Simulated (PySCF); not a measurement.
# C4H4BrF: magnetic properties

What do calculations give for the magnetic properties of C4H4BrF (`C=C/C(F)=C\Br`)?

Computed with PySCF 2.14.0 and routines of our own; the level stands in each step. Atoms count from 0.

### 1 The system as given

10 atoms, charge 0, multiplicity 1; geometry from: GFN2-xTB.

### 2 Magnetic properties: GIAO HF/pcSseg-1

The job: settings as JSON, then the geometry in Å.

```
{"job": {"kind": "mag", "xc": "HF", "basis": "pcSseg-1", "isotopologues": 2}, "charge": 0, "multiplicity": 1}
C     -1.838270    -0.313962     0.100890
C     -0.670763     0.322178     0.096420
C      0.595231    -0.345857    -0.100140
F      0.531090    -1.684186    -0.287151
C      1.819084     0.190148    -0.120637
Br     2.142632     2.019729     0.116618
H     -2.763926     0.212297     0.250268
H     -1.899262    -1.379708    -0.044883
H     -0.609674     1.390453     0.243326
H      2.702742    -0.406438    -0.277239
```

With the program's defaults for keys left out, this is: GIAO HF/pcSseg-1 magnetisability, rotational g tensor and spin-rotation constants, non-relativistic, gas phase.

Command:

```sh
OMP_NUM_THREADS=1 python excited_run.py task.json out
```

This one command runs all jobs of the session in turn.

The program printed:

```text
final grid: 91000 points
cycle   1  E = -2825.1524343159  dE =  2.619e-02  |g| = 7.138e-01  |ddm| = 3.010e+00
cycle   2  E = -2825.2336845336  dE = -8.125e-02  |g| = 3.797e-01  |ddm| = 7.254e-01
cycle   3  E = -2825.2610347630  dE = -2.735e-02  |g| = 8.544e-02  |ddm| = 3.373e-01
cycle   4  E = -2825.2631054957  dE = -2.071e-03  |g| = 2.621e-02  |ddm| = 9.769e-02
cycle   5  E = -2825.2633008331  dE = -1.953e-04  |g| = 5.037e-03  |ddm| = 3.663e-02
cycle   6  E = -2825.2633176885  dE = -1.686e-05  |g| = 1.862e-03  |ddm| = 1.171e-02
cycle   7  E = -2825.2633197864  dE = -2.098e-06  |g| = 6.387e-04  |ddm| = 4.521e-03
cycle   8  E = -2825.2633200108  dE = -2.244e-07  |g| = 2.295e-04  |ddm| = 1.303e-03
cycle   9  E = -2825.2633200358  dE = -2.502e-08  |g| = 6.371e-05  |ddm| = 4.332e-04
cycle  10  E = -2825.2633200385  dE = -2.672e-09  |g| = 2.604e-05  |ddm| = 1.317e-04
cycle  11  E = -2825.2633200390  dE = -4.893e-10  |g| = 9.572e-06  |ddm| = 5.717e-05
converged SCF energy = -2825.2633200390

Magnetisability tensor (1e-30 J/T^2)
    -1078.51      -51.60      -25.76
      -51.60    -1106.23       32.62
      -25.76       32.62    -1300.14
isotropic -1161.63   principal values   -1306.85  -1145.18  -1032.85
isotropic susceptibility -69.955 1e-6 cm^3/mol

Inertial axes            a          b          c
rot. const./GHz      5.3947     1.0982     0.9124
chi total           -68.902    -62.263    -78.700
chi diamagnetic    -306.281  -1058.795  -1275.462
chi paramagnetic    237.380    996.533   1196.762
quadrupole/D A        1.462      3.907     -5.369
g nuclear            0.5630     0.5021     0.5124
g electronic        -0.6016    -0.5141    -0.5130
g total             -0.0386    -0.0120    -0.0006

Spin-rotation constants (kHz, H = +C I.J)
atom  isotope        aa         bb         cc
  3    19F        5.219      1.085      0.220
  5   79Br        3.759      1.188      1.115
  6     1H       -0.538      0.096     -0.106
  7     1H        0.060     -0.019     -0.106
  8     1H       -0.046      0.011     -0.104
  9     1H       -0.560      0.088     -0.099
  0    13C*       1.690      0.529      0.093
  1    13C*       1.603      0.534      0.106
  2    13C*       1.905      0.542      0.210
  4    13C*       1.581      0.412      0.134
* in the singly substituted isotopologue

Isotopologues: g along a, b, c
2H    at 6,7,8,9           -0.0347    -0.0113    -0.0006
13C   at 0                 -0.0382    -0.0118    -0.0006
```

Wall time 13 s (1 thread of Intel Xeon Platinum 8488C, shared host); peak memory 0.75 GiB.

From this job:

| quantity | value |
| --- | --- |
| magnetisability | -1162·10⁻³⁰ J/T² |
| molar susceptibility | -70.0·10⁻⁶ cm³/mol |
| rotational g (a, b, c) | -0.0386, -0.0120, -0.0006 |

The fields below are evaluated on a grid from the run's orbitals.

Frontier orbitals at HF/pcSseg-1, with the share of their density that lies nearest to each atom:

| orbital | energy (eV) | lies on |
| --- | --- | --- |
| HOMO | -9.14 | C4 24 %; Br5 21 %; C0, C2 about 16 % each |
| LUMO | 2.25 | C0, C4 about 21 % each; C1, C2 about 15 % each; H6, H7 about 7 % each |

ELF in a plane through or near 10 of the atoms.

Ten even steps from '0' (0.00) to '9' (1.00):
```
0000000000000000000000000000
0000000000000000000000000000
0000000122100000000000000000
0000112356520000000000000000
0003566588840068500000000000
0026872326830599910012100000
0037862253710899910299930000
0037873414500899712799980000
0015676588300453365899991000
0001112663443843281399960000
0000036836663394553363100000
0000399995642230059996100000
0000699994136851059999400000
0000399960067386119998300000
0000035600288486303883000000
0000000000267763100000000000
0000000000011110000000000000
0000000000000000000000000000
0000000000000000000000000000
0000000000000000000000000000
```
The map spans 10.6 Å across and 8.8 Å up, centred on the molecule. Atoms in the plane (x, y in Å): C0 (1.9, 0.0), C1 (0.6, 0.4), C2 (-0.5, -0.5), F3 (-0.2, -1.8), C4 (-1.8, -0.2), Br5 (-2.5, 1.6), H6 (2.7, 0.7), H7 (2.1, -1.0), H8 (0.4, 1.5), H9 (-2.6, -0.9).

log10 of the density (e/Å³) in the same plane.

Ten even steps from '0' (-4.0) to '9' (2.4):
```
0000000000000000000000000000
0000112222110000000000000000
0001223333321100000000000000
0012334444332211110000000000
0123455665543333321111100000
0234566876544455433232210000
1234567986544566544444321000
1234566876544566655555432000
0223455666545567666666532100
0123445566655668667765532100
0012345679668766667665432000
0002345666667655556664421000
0001345655566665456654321000
0001234444467875444543310000
0000123333467775433332210000
0000011222455654422221100000
0000000001233433210000000000
0000000000012221000000000000
0000000000000000000000000000
0000000000000000000000000000
```
The map spans 10.6 Å across and 8.8 Å up, centred on the molecule. Atoms in the plane (x, y in Å): C0 (1.9, 0.0), C1 (0.6, 0.4), C2 (-0.5, -0.5), F3 (-0.2, -1.8), C4 (-1.8, -0.2), Br5 (-2.5, 1.6), H6 (2.7, 0.7), H7 (2.1, -1.0), H8 (0.4, 1.5), H9 (-2.6, -0.9).

On the surface of density 0.002 e/bohr³ the electrostatic potential runs, from the 1st to the 99th percentile, from -0.75 V near F3 to 1.19 V near H9.

### 3 Magnetic properties: GIAO OPBE/def2-SVP

The job, as its differences from that of step 2:

```diff
@@ -1,2 +1,2 @@
-{"job": {"kind": "mag", "xc": "HF", "basis": "pcSseg-1", "isotopologues": 2}, "charge": 0, "multiplicity": 1}
+{"job": {"kind": "mag", "xc": "OPBE", "basis": "def2-SVP"}, "charge": 0, "multiplicity": 1}
 C     -1.838270    -0.313962     0.100890
```

Method: GIAO OPBE/def2-SVP magnetisability, rotational g tensor and spin-rotation constants, non-relativistic, gas phase.

The program printed:

```text
coarse grid: 43240 points
cycle   1  E = -2828.8568230736  dE = -4.351e-01  |g| = 4.973e-01  |ddm| = 3.643e+00
cycle   2  E = -2828.7612776866  dE =  9.555e-02  |g| = 8.503e-01  |ddm| = 1.287e+00
cycle   3  E = -2828.8948402955  dE = -1.336e-01  |g| = 2.195e-01  |ddm| = 9.558e-01
cycle   4  E = -2828.9065724155  dE = -1.173e-02  |g| = 8.688e-02  |ddm| = 3.120e-01
cycle   5  E = -2828.9085580520  dE = -1.986e-03  |g| = 2.780e-02  |ddm| = 1.119e-01
cycle   6  E = -2828.9087459156  dE = -1.879e-04  |g| = 7.906e-03  |ddm| = 3.780e-02
cycle   7  E = -2828.9087624541  dE = -1.654e-05  |g| = 3.354e-03  |ddm| = 1.274e-02
cycle   8  E = -2828.9087649227  dE = -2.469e-06  |g| = 1.263e-03  |ddm| = 4.365e-03
final grid: 91000 points
cycle   9  E = -2828.9087881598  dE =  1.629e-06  |g| = 2.776e-03  |ddm| = 5.216e-03
cycle  10  E = -2828.9087784384  dE =  9.721e-06  |g| = 6.493e-03  |ddm| = 9.534e-03
cycle  11  E = -2828.9087901650  dE = -1.173e-05  |g| = 6.467e-04  |ddm| = 6.748e-03
cycle  12  E = -2828.9087902541  dE = -8.909e-08  |g| = 1.371e-04  |ddm| = 6.978e-04
cycle  13  E = -2828.9087902595  dE = -5.397e-09  |g| = 3.028e-05  |ddm| = 1.843e-04
cycle  14  E = -2828.9087902597  dE = -2.492e-10  |g| = 5.794e-06  |ddm| = 3.504e-05
converged SCF energy = -2828.9087902597

Magnetisability tensor (1e-30 J/T^2)
     -992.76      -38.25      -27.65
      -38.25    -1031.49       36.74
      -27.65       36.74    -1260.74
isotropic -1095.00   principal values   -1268.20  -1053.76   -963.04
isotropic susceptibility -65.942 1e-6 cm^3/mol

Inertial axes            a          b          c
rot. const./GHz      5.3947     1.0982     0.9124
chi total           -63.272    -58.182    -76.373
chi diamagnetic    -303.082  -1055.627  -1272.894
chi paramagnetic    239.810    997.444   1196.522
quadrupole/D A        1.087      3.584     -4.671
g nuclear            0.5630     0.5021     0.5124
g electronic        -0.6078    -0.5146    -0.5129
g total             -0.0448    -0.0125    -0.0005

Spin-rotation constants (kHz, H = +C I.J)
atom  isotope        aa         bb         cc
  3    19F        7.185      1.598      0.333
  5   79Br        5.673      1.649      1.324
  6     1H       -0.524      0.097     -0.108
  7     1H        0.088     -0.021     -0.107
  8     1H        0.004      0.009     -0.102
  9     1H       -0.539      0.086     -0.101
  0    13C*       1.680      0.449      0.088
  1    13C*       1.663      0.467      0.103
  2    13C*       1.873      0.473      0.215
  4    13C*       1.572      0.361      0.138
* in the singly substituted isotopologue
```

Run time: 16 s. Hardware: 1 thread of Intel Xeon Platinum 8488C, shared host; peak memory 0.55 GiB.

In short:

| quantity | value |
| --- | --- |
| magnetisability | -1095·10⁻³⁰ J/T² |
| molar susceptibility | -65.9·10⁻⁶ cm³/mol |
| rotational g (a, b, c) | -0.0448, -0.0125, -0.0005 |

### 4 Magnetic properties: common gauge origin BP86/STO-3G

The job, as its differences from that of step 3:

```diff
@@ -1,2 +1,2 @@
-{"job": {"kind": "mag", "xc": "OPBE", "basis": "def2-SVP"}, "charge": 0, "multiplicity": 1}
+{"job": {"kind": "mag", "xc": "BP86", "basis": "STO-3G", "gauge": [0, 0, 0], "scf": {"aux": "def2-qzvpp-jkfit"}}, "charge": 0, "multiplicity": 1}
 C     -1.838270    -0.313962     0.100890
```

With the program's defaults for keys left out, this is: common gauge origin BP86/STO-3G magnetisability, rotational g tensor and spin-rotation constants, non-relativistic, gas phase.

The program printed:

```text
final grid: 91000 points
cycle   1  E = -2797.3824745902  dE = -2.585e+00  |g| = 4.379e-01  |ddm| = 4.412e+00
cycle   2  E = -2797.2178471639  dE =  1.646e-01  |g| = 7.565e-01  |ddm| = 2.308e+00
cycle   3  E = -2797.4576444926  dE = -2.398e-01  |g| = 1.932e-01  |ddm| = 1.736e+00
cycle   4  E = -2797.4653734788  dE = -7.729e-03  |g| = 1.382e-01  |ddm| = 5.143e-01
cycle   5  E = -2797.4721038766  dE = -6.730e-03  |g| = 2.183e-02  |ddm| = 2.211e-01
cycle   6  E = -2797.4722530697  dE = -1.492e-04  |g| = 9.054e-03  |ddm| = 4.736e-02
cycle   7  E = -2797.4722854301  dE = -3.236e-05  |g| = 3.411e-03  |ddm| = 1.833e-02
cycle   8  E = -2797.4722892228  dE = -3.793e-06  |g| = 5.159e-04  |ddm| = 5.175e-03
cycle   9  E = -2797.4722893031  dE = -8.036e-08  |g| = 1.600e-04  |ddm| = 9.743e-04
cycle  10  E = -2797.4722893149  dE = -1.183e-08  |g| = 5.277e-06  |ddm| = 3.305e-04
cycle  11  E = -2797.4722893149  dE =  0.000e+00  |g| = 1.752e-06  |ddm| = 1.052e-05
converged SCF energy = -2797.4722893149

Magnetisability tensor (1e-30 J/T^2)
   -10102.79     6027.08      265.22
     6027.08   -10661.75      516.80
      265.22      516.80   -17535.30
isotropic -12766.61   principal values  -17589.02 -16384.90  -4325.92
isotropic susceptibility -768.823 1e-6 cm^3/mol

Inertial axes            a          b          c
rot. const./GHz      5.3947     1.0982     0.9124
chi total          -261.428   -985.807  -1059.235
chi diamagnetic    -296.505  -1048.846  -1267.944
chi paramagnetic     35.077     63.039    208.709
quadrupole/D A        0.282      2.432     -2.714
g nuclear            0.5630     0.5021     0.5124
g electronic        -0.0889    -0.0325    -0.0895
g total              0.4741     0.4696     0.4229

Spin-rotation constants (kHz, H = +C I.J)
atom  isotope        aa         bb         cc
  3    19F        7.902      1.680     -0.227
  5   79Br        4.271      1.511      1.249
  6     1H        2.772      0.485      0.561
  7     1H       -2.897      1.355      0.360
  8     1H        0.781     -1.556     -1.120
  9     1H        1.622     -0.803     -0.525
  0    13C*       1.388      0.559      0.154
  1    13C*       0.938      0.017     -0.203
  2    13C*       0.517     -0.002     -0.309
  4    13C*       1.365     -0.094     -0.266
* in the singly substituted isotopologue
```

Wall time 3.5 s (1 thread of Intel Xeon Platinum 8488C, shared host); peak memory 0.3 GiB.

A normal end doesn't make this result sound: a common gauge origin replaces GIAOs, so the magnetic properties depend on where the origin lies; the basis STO-3G is minimal.

### 5 Magnetic properties side by side

| level | ξ (10⁻³⁰ J/T²) | g(a) | g(b) | gap (eV) | functions | time |
| --- | --- | --- | --- | --- | --- | --- |
| GIAO HF/pcSseg-1 | -1162 | -0.0386 | -0.0120 | 11.38 | 146 | 13 s |
| GIAO OPBE/def2-SVP | -1095 | -0.0448 | -0.0125 | 3.58 | 122 | 16 s |

### 6 Summary of results

```
                                         quantity                               value
       magnetisability (step 2, GIAO HF/pcSseg-1)                    -1162·10⁻³⁰ J/T²
  molar susceptibility (step 2, GIAO HF/pcSseg-1)                  -70.0·10⁻⁶ cm³/mol
rotational g (a, b, c) (step 2, GIAO HF/pcSseg-1)           -0.0386, -0.0120, -0.0006
            surface potential, 1st and 99th percentile                  -0.75 V and 1.19 V
                  magnetisability over the levels           -1162 to -1095·10⁻³⁰ J/T²
                                             runs  0 failed, 1 ended on unsound input
```

In words: Steps that list no spin-orbit terms leave them out, which matters at and beside the heavy atoms. The magnetisability spreads by 5.9 % over 2 levels of like cost. Two levels can agree by chance, so this spread shows no convergence. Vibrational averaging and real surroundings are missing from these values.
